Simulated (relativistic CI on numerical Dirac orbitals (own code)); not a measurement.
# Ga³⁺: one ion under different settings

Aim: see what numerical and physical settings do to the SCF, the total energy and the lowest levels of Ga³⁺.

Method: Dirac-Coulomb-Breit CI, KLI orbitals optimised for each configuration, model QED (radiative potential, 1s self-energy scaled to tabulated hydrogen-like ionisation energies), numerical settings as typed. Code: relativistic CI on numerical Dirac orbitals (own code) version 3.

### 1 Starting point

- ion: Ga³⁺ (Ga IV)
- nuclear charge: 31
- electrons: 28
- isotope: A = 69

### 2 Usual settings

Input settings:

```ini
atom Ga  Z=31  charge=3  electrons=28
nucleus A=69  rms_radius_fm=3.9973
hamiltonian dirac-coulomb  breit=on  qed=on  c_scale=1
orbitals kli  potential=per-configuration
slater_scale 1
correlation none
mixing on
grid step=0.0125 r_max=37.3
scf mixing=0.4 start=green max_iterations=150 tolerance=2e-08 node_fill=0.05
configurations
  [Ar] 3d10
  [Ar] 3d9 4s
  [Ar] 3d9 4p
end
```

Command:

```console
> python run_levels.py task.json out
```

task.json lists these runs, among others, and the program works through them in turn.

The program writes no log. Results of the run, from its result record (rounded, main fields):

```text
status: converged
levels [i, E_cm, J2, conf, term, w_term, w_jj]:
  - [0, 0, 0, "3d10", "1S", 1, 1]
  - [1, 138999.25, 6, "3d9 4s", "3D", 1, 1]
  - [2, 140552.57, 4, "3d9 4s", "3D", 0.9034, 0.7088]
  - [3, 142520.75, 2, "3d9 4s", "3D", 1, 1]
  - [4, 146327.36, 4, "3d9 4s", "1D", 0.9034, 0.7088]
  - [5, 210970.69, 4, "3d9 4p", "3P*", 0.9772, 0.6191]
  - [6, 213944.88, 2, "3d9 4p", "3P*", 0.9778, 0.4156]
  - [7, 214828.22, 6, "3d9 4p", "3F*", 0.7402, 0.8685]
  - [8, 215669.98, 0, "3d9 4p", "3P*", 1, 1]
  - [9, 215706.36, 8, "3d9 4p", "3F*", 1, 1]
  - [10, 216924.87, 4, "3d9 4p", "3F*", 0.9649, 0.7598]
  - [11, 220597.39, 6, "3d9 4p", "1F*", 0.7039, 0.5168]
  - [12, 221547.9, 4, "3d9 4p", "1D*", 0.6257, 0.5555]
  - [13, 222405.81, 6, "3d9 4p", "3D*", 0.8272, 0.466]
  - "... 3 more rows left out ..."
total_energy [Ha]: -1939.1534577
n_levels_all: 17
overlap: 2.66333e-12
scf_iterations: [13, 12, 12]
orbital_energies [Ha]: {"1s": -377.047, "2s": -47.915, "2p1/2": -42.5854, "2p3/2": -41.5713, "3s": -7.14796, "3p1/2": -5.41933, "3p3/2": -5.28801, "3d3/2": -2.38114, "3d5/2": -2.36398}
configurations [conf, odd, states, E_av_Ha, breit_Ha, qed_Ha]:
  - ["3d10", 0, 1, -1940.575828, 0.8504, 0.5719]
  - ["3d9 4s", 0, 20, -1939.931358, 0.8512, 0.5725]
  - ["3d9 4p", 1, 60, -1939.579973, 0.8512, 0.5721]
scf_steps of the first configuration [iteration, E_Ha, residual, outer_eigenvalue_Ha]:
  - [1, -1920.723955, 2.45, -6.738]
  - [2, -1938.790264, 0.78, -3.571]
  - [3, -1940.351898, 0.142, -2.342]
  - [4, -1940.486022, 0.186, -2.616]
  - [5, -1940.574954, 0.0251, -2.394]
  - [6, -1940.575916, 0.00253, -2.368]
  - [7, -1940.575706, 0.002, -2.361]
  - [8, -1940.575805, 0.000374, -2.364]
  - [9, -1940.57583, 3.29e-05, -2.364]
  - [10, -1940.575828, 1.27e-06, -2.364]
  - [11, -1940.575828, 6.95e-08, -2.364]
  - [12, -1940.575828, 2.19e-08, -2.364]
  - [13, -1940.575828, 1.11e-10, -2.364]
```

It took 0.27 s on 1 thread, shared host.

### 3 Iteration limit 30, start potential previous, tolerance 1e-05

Settings: those of step 2 with these lines changed.

```diff
@@ -8,3 +8,3 @@
 grid step=0.0125 r_max=37.3
-scf mixing=0.4 start=green max_iterations=150 tolerance=2e-08 node_fill=0.05
+scf mixing=0.4 start=previous max_iterations=30 tolerance=1e-05 node_fill=0.05
 configurations
```

From the record:

```text
status: converged
levels [i, E_cm, J2, conf, term, w_term]:
  - [0, 0, 0, "3d10", "1S", 1]
  - [1, 138999.19, 6, "3d9 4s", "3D", 1]
  - [2, 140552.51, 4, "3d9 4s", "3D", 0.9034]
  - [3, 142520.68, 2, "3d9 4s", "3D", 1]
  - [4, 146327.29, 4, "3d9 4s", "1D", 0.9034]
  - [5, 210970.68, 4, "3d9 4p", "3P*", 0.9772]
  - [6, 213944.87, 2, "3d9 4p", "3P*", 0.9778]
  - [7, 214828.22, 6, "3d9 4p", "3F*", 0.7402]
  - "... 9 more rows left out ..."
total_energy [Ha]: -1939.1534578
n_levels_all: 17
overlap: 2.664e-12
scf_iterations: [9, 7, 8]
orbital_energies [Ha]: {"1s": -377.047, "2s": -47.915, "2p1/2": -42.5854, "2p3/2": -41.5713, "3s": -7.14797, "3p1/2": -5.41933, "3p3/2": -5.28802, "3d3/2": -2.38114, "3d5/2": -2.36398}
configurations [conf, odd, states, E_av_Ha, breit_Ha, qed_Ha]:
  - ["3d10", 0, 1, -1940.575828, 0.8504, 0.5719]
  - ["3d9 4s", 0, 20, -1939.931359, 0.8512, 0.5725]
  - ["3d9 4p", 1, 60, -1939.579973, 0.8512, 0.5721]
scf_steps of the first configuration [iteration, E_Ha, residual, outer_eigenvalue_Ha]:
  - [1, -1934.651363, 1.12, -1.348]
  - [2, -1940.299336, 0.202, -2.499]
  - [3, -1940.541707, 0.112, -2.328]
  - [4, -1940.566557, 0.0407, -2.317]
  - [5, -1940.575603, 0.00283, -2.36]
  - [6, -1940.57581, 0.000205, -2.364]
  - [7, -1940.575853, 0.000481, -2.365]
  - [8, -1940.57583, 3.88e-05, -2.364]
  - [9, -1940.575828, 2.57e-06, -2.364]
```

Run time: 0.22 s. Hardware: 1 thread, shared host.

### 4 Slater scale 0.5, start potential bare

Input settings:

```ini
atom Ga  Z=31  charge=3  electrons=28
nucleus A=69  rms_radius_fm=3.9973
hamiltonian dirac-coulomb  breit=on  qed=on  c_scale=1
orbitals kli  potential=per-configuration
slater_scale 0.5
correlation none
mixing on
grid step=0.0125 r_max=37.3
scf mixing=0.4 start=bare max_iterations=150 tolerance=2e-08 node_fill=0.05
configurations
  [Ar] 3d10
  [Ar] 3d9 4s
  [Ar] 3d9 4p
end
```

From the record:

```text
status: converged
levels [i, E_cm, J2, conf, term, w_term]:
  - [0, 0, 0, "3d10", "1S", 1]
  - [1, 139699.1, 6, "3d9 4s", "3D", 1]
  - [2, 140811.72, 4, "3d9 4s", "3D", 0.7555]
  - [3, 143146.35, 2, "3d9 4s", "3D", 1]
  - [4, 144713.05, 4, "3d9 4s", "1D", 0.7555]
  - [5, 213895.51, 4, "3d9 4p", "3P*", 0.9334]
  - [6, 215593.61, 6, "3d9 4p", "3F*", 0.6254]
  - [7, 216703.05, 2, "3d9 4p", "3P*", 0.9238]
  - "... 9 more rows left out ..."
total_energy [Ha]: -1939.1534577
n_levels_all: 17
overlap: 2.66356e-12
scf_iterations: [18, 18, 17]
orbital_energies [Ha]: {"1s": -377.047, "2s": -47.915, "2p1/2": -42.5854, "2p3/2": -41.5713, "3s": -7.14796, "3p1/2": -5.41933, "3p3/2": -5.28801, "3d3/2": -2.38114, "3d5/2": -2.36398}
configurations [conf, odd, states, E_av_Ha, breit_Ha, qed_Ha]:
  - ["3d10", 0, 1, -1940.575828, 0.8504, 0.5719]
  - ["3d9 4s", 0, 20, -1939.931358, 0.8512, 0.5725]
  - ["3d9 4p", 1, 60, -1939.579973, 0.8512, 0.5721]
scf_steps of the first configuration [iteration, E_Ha, residual, outer_eigenvalue_Ha]:
  - [1, -1721.46699, 9.04, -53.47]
  - [2, -1874.845428, 5.48, -25.96]
  - [3, -1895.991954, 3.59, -1.632]
  - [4, -1896.093223, 3.58, -1.633]
  - [5, -1926.900651, 1.88, -4.495]
  - [6, -1940.476568, 0.168, -2.437]
  - [7, -1940.053284, 0.366, -2.749]
  - [8, -1940.541844, 0.0629, -2.363]
  - [9, -1940.569518, 0.0236, -2.391]
  - [10, -1940.574493, 0.00911, -2.383]
  - [11, -1940.576034, 0.0135, -2.383]
  - [12, -1940.575864, 0.000709, -2.365]
  - [13, -1940.57585, 0.000366, -2.364]
  - [14, -1940.575827, 2.23e-05, -2.364]
  - [15, -1940.575828, 3.7e-06, -2.364]
  - [16, -1940.575828, 1.34e-07, -2.364]
  - [17, -1940.575828, 2.66e-08, -2.364]
  - [18, -1940.575828, 1e-09, -2.364]
```

Wall time 0.33 s (1 thread, shared host).

### 5 Slater scale 0.5

Settings: those of step 4 with these lines changed.

```diff
@@ -8,3 +8,3 @@
 grid step=0.0125 r_max=37.3
-scf mixing=0.4 start=bare max_iterations=150 tolerance=2e-08 node_fill=0.05
+scf mixing=0.4 start=green max_iterations=150 tolerance=2e-08 node_fill=0.05
 configurations
```

From the record:

```text
status: converged
levels [i, E_cm, J2, conf, term, w_term]:
  - [0, 0, 0, "3d10", "1S", 1]
  - [1, 139699.1, 6, "3d9 4s", "3D", 1]
  - [2, 140811.72, 4, "3d9 4s", "3D", 0.7555]
  - [3, 143146.35, 2, "3d9 4s", "3D", 1]
  - [4, 144713.05, 4, "3d9 4s", "1D", 0.7555]
  - [5, 213895.51, 4, "3d9 4p", "3P*", 0.9334]
  - [6, 215593.61, 6, "3d9 4p", "3F*", 0.6254]
  - [7, 216703.05, 2, "3d9 4p", "3P*", 0.9238]
  - "... 9 more rows left out ..."
total_energy [Ha]: -1939.1534577
n_levels_all: 17
overlap: 2.66333e-12
scf_iterations: [13, 12, 12]
orbital_energies [Ha]: {"1s": -377.047, "2s": -47.915, "2p1/2": -42.5854, "2p3/2": -41.5713, "3s": -7.14796, "3p1/2": -5.41933, "3p3/2": -5.28801, "3d3/2": -2.38114, "3d5/2": -2.36398}
configurations [conf, odd, states, E_av_Ha, breit_Ha, qed_Ha]:
  - ["3d10", 0, 1, -1940.575828, 0.8504, 0.5719]
  - ["3d9 4s", 0, 20, -1939.931358, 0.8512, 0.5725]
  - ["3d9 4p", 1, 60, -1939.579973, 0.8512, 0.5721]
scf_steps of the first configuration [iteration, E_Ha, residual, outer_eigenvalue_Ha]:
  - [1, -1920.723955, 2.45, -6.738]
  - [2, -1938.790264, 0.78, -3.571]
  - [3, -1940.351898, 0.142, -2.342]
  - [4, -1940.486022, 0.186, -2.616]
  - [5, -1940.574954, 0.0251, -2.394]
  - [6, -1940.575916, 0.00253, -2.368]
  - [7, -1940.575706, 0.002, -2.361]
  - [8, -1940.575805, 0.000374, -2.364]
  - [9, -1940.57583, 3.29e-05, -2.364]
  - [10, -1940.575828, 1.27e-06, -2.364]
  - [11, -1940.575828, 6.95e-08, -2.364]
  - [12, -1940.575828, 2.19e-08, -2.364]
  - [13, -1940.575828, 1.11e-10, -2.364]
```

It took 0.26 s on 1 thread, shared host.

### 6 Start potential previous

Input settings:

```ini
atom Ga  Z=31  charge=3  electrons=28
nucleus A=69  rms_radius_fm=3.9973
hamiltonian dirac-coulomb  breit=on  qed=on  c_scale=1
orbitals kli  potential=per-configuration
slater_scale 1
correlation none
mixing on
grid step=0.0125 r_max=37.3
scf mixing=0.4 start=previous max_iterations=150 tolerance=2e-08 node_fill=0.05
configurations
  [Ar] 3d10
  [Ar] 3d9 4s
  [Ar] 3d9 4p
end
```

From the record:

```text
status: converged
levels [i, E_cm, J2, conf, term, w_term]:
  - [0, 0, 0, "3d10", "1S", 1]
  - [1, 138999.25, 6, "3d9 4s", "3D", 1]
  - [2, 140552.57, 4, "3d9 4s", "3D", 0.9034]
  - [3, 142520.75, 2, "3d9 4s", "3D", 1]
  - [4, 146327.36, 4, "3d9 4s", "1D", 0.9034]
  - [5, 210970.69, 4, "3d9 4p", "3P*", 0.9772]
  - [6, 213944.88, 2, "3d9 4p", "3P*", 0.9778]
  - [7, 214828.22, 6, "3d9 4p", "3F*", 0.7402]
  - "... 9 more rows left out ..."
total_energy [Ha]: -1939.1534577
n_levels_all: 17
overlap: 2.66379e-12
scf_iterations: [12, 10, 10]
orbital_energies [Ha]: {"1s": -377.047, "2s": -47.915, "2p1/2": -42.5854, "2p3/2": -41.5713, "3s": -7.14796, "3p1/2": -5.41933, "3p3/2": -5.28801, "3d3/2": -2.38114, "3d5/2": -2.36398}
configurations [conf, odd, states, E_av_Ha, breit_Ha, qed_Ha]:
  - ["3d10", 0, 1, -1940.575828, 0.8504, 0.5719]
  - ["3d9 4s", 0, 20, -1939.931358, 0.8512, 0.5725]
  - ["3d9 4p", 1, 60, -1939.579973, 0.8512, 0.5721]
scf_steps of the first configuration [iteration, E_Ha, residual, outer_eigenvalue_Ha]:
  - [1, -1934.651363, 1.12, -1.348]
  - [2, -1940.299336, 0.202, -2.499]
  - [3, -1940.541707, 0.112, -2.328]
  - [4, -1940.566557, 0.0407, -2.317]
  - [5, -1940.575603, 0.00283, -2.36]
  - [6, -1940.57581, 0.000205, -2.364]
  - [7, -1940.575853, 0.000481, -2.365]
  - [8, -1940.57583, 3.88e-05, -2.364]
  - [9, -1940.575828, 2.57e-06, -2.364]
  - [10, -1940.575828, 1.32e-07, -2.364]
  - [11, -1940.575828, 2.24e-08, -2.364]
  - [12, -1940.575828, 1.72e-10, -2.364]
```

It took 0.23 s on 1 thread, shared host.

### 7 Potential mixing 0.001

Settings: those of step 6 with these lines changed.

```diff
@@ -8,3 +8,3 @@
 grid step=0.0125 r_max=37.3
-scf mixing=0.4 start=previous max_iterations=150 tolerance=2e-08 node_fill=0.05
+scf mixing=0.001 start=green max_iterations=87 tolerance=2e-08 node_fill=0.05
 configurations
```

From the record:

```text
status: converged
levels [i, E_cm, J2, conf, term, w_term]:
  - [0, 0, 0, "3d10", "1S", 1]
  - [1, 138999.25, 6, "3d9 4s", "3D", 1]
  - [2, 140552.57, 4, "3d9 4s", "3D", 0.9034]
  - [3, 142520.75, 2, "3d9 4s", "3D", 1]
  - [4, 146327.36, 4, "3d9 4s", "1D", 0.9034]
  - [5, 210970.69, 4, "3d9 4p", "3P*", 0.9772]
  - [6, 213944.88, 2, "3d9 4p", "3P*", 0.9778]
  - [7, 214828.22, 6, "3d9 4p", "3F*", 0.7402]
  - "... 9 more rows left out ..."
total_energy [Ha]: -1939.1534577
n_levels_all: 17
overlap: 2.66397e-12
scf_iterations: [20, 19, 19]
orbital_energies [Ha]: {"1s": -377.047, "2s": -47.915, "2p1/2": -42.5854, "2p3/2": -41.5713, "3s": -7.14796, "3p1/2": -5.41933, "3p3/2": -5.28801, "3d3/2": -2.38114, "3d5/2": -2.36398}
configurations [conf, odd, states, E_av_Ha, breit_Ha, qed_Ha]:
  - ["3d10", 0, 1, -1940.575828, 0.8504, 0.5719]
  - ["3d9 4s", 0, 20, -1939.931358, 0.8512, 0.5725]
  - ["3d9 4p", 1, 60, -1939.579973, 0.8512, 0.5721]
scf_steps of the first configuration [iteration, E_Ha, residual, outer_eigenvalue_Ha]:
  - [1, -1920.723955, 2.45, -6.738]
  - [2, -1920.783306, 2.44, -6.729]
  - [3, -1938.191463, 0.577, -2.079]
  - [4, -1940.463758, 0.227, -2.737]
  - [5, -1940.450935, 0.266, -2.821]
  - [6, -1939.636168, 0.293, -2.376]
  - [7, -1940.570861, 0.0579, -2.446]
  - [8, -1940.570637, 0.0567, -2.443]
  - [9, -1940.571852, 0.0486, -2.428]
  - [10, -1940.575188, 0.00788, -2.354]
  - [11, -1940.575546, 0.00463, -2.357]
  - [12, -1940.575624, 0.00343, -2.359]
  - [13, -1940.575824, 0.000652, -2.363]
  - [14, -1940.575834, 9.21e-05, -2.364]
  - [15, -1940.575833, 8.29e-05, -2.364]
  - [16, -1940.575831, 4.19e-05, -2.364]
  - [17, -1940.575828, 5.09e-07, -2.364]
  - [18, -1940.575828, 4.68e-07, -2.364]
  - [19, -1940.575828, 1.2e-07, -2.364]
  - [20, -1940.575828, 1.85e-08, -2.364]
```

Wall time 0.31 s (1 thread, shared host).

The value lies outside the usual range, yet the result is unchanged in this case.

### 8 Comparison

| setting | total energy less usual (Ha) | largest shift of a level among the lowest eight of both runs, same label and place (cm⁻¹) | SCF iterations | time | lowest level | kind of change |
| --- | --- | --- | --- | --- | --- | --- |
| usual | 0 | 0 | 37 | 0.27 s | 3d10 1S0 | - |
| iteration limit 30, start potential previous, tolerance 1e-05 | 0 | 0.0725 | 24 | 0.22 s | 3d10 1S0 | numerical |
| Slater scale 0.5, start potential bare | 0 | 2920 | 53 | 0.33 s | 3d10 1S0 | model term |
| Slater scale 0.5 | 0 | 2920 | 37 | 0.26 s | 3d10 1S0 | model term |
| start potential previous | 0 | 0 | 32 | 0.23 s | 3d10 1S0 | numerical |
| potential mixing 0.001 | 0 | 0 | 58 | 0.31 s | 3d10 1S0 | extreme, harmless here |

### 9 Outcome

```
                    quantity          value
lowest level, usual settings       3d10 1S0
                total energy  -1939.1535 Ha
            first excitation    138999 cm⁻¹
```

What this shows: Among the runs whose levels can be followed, they move most under «Slater scale 0.5» (model term), by up to 2920 cm⁻¹. No visible change in the result comes from «iteration limit 30, start potential previous, tolerance 1e-05» or «start potential previous» or «potential mixing 0.001». «Potential mixing 0.001» costs 58 SCF iterations against 37. Only the listed configurations are in the model. Near neutrality, missing correlation can shift configurations against each other by thousands of cm⁻¹.
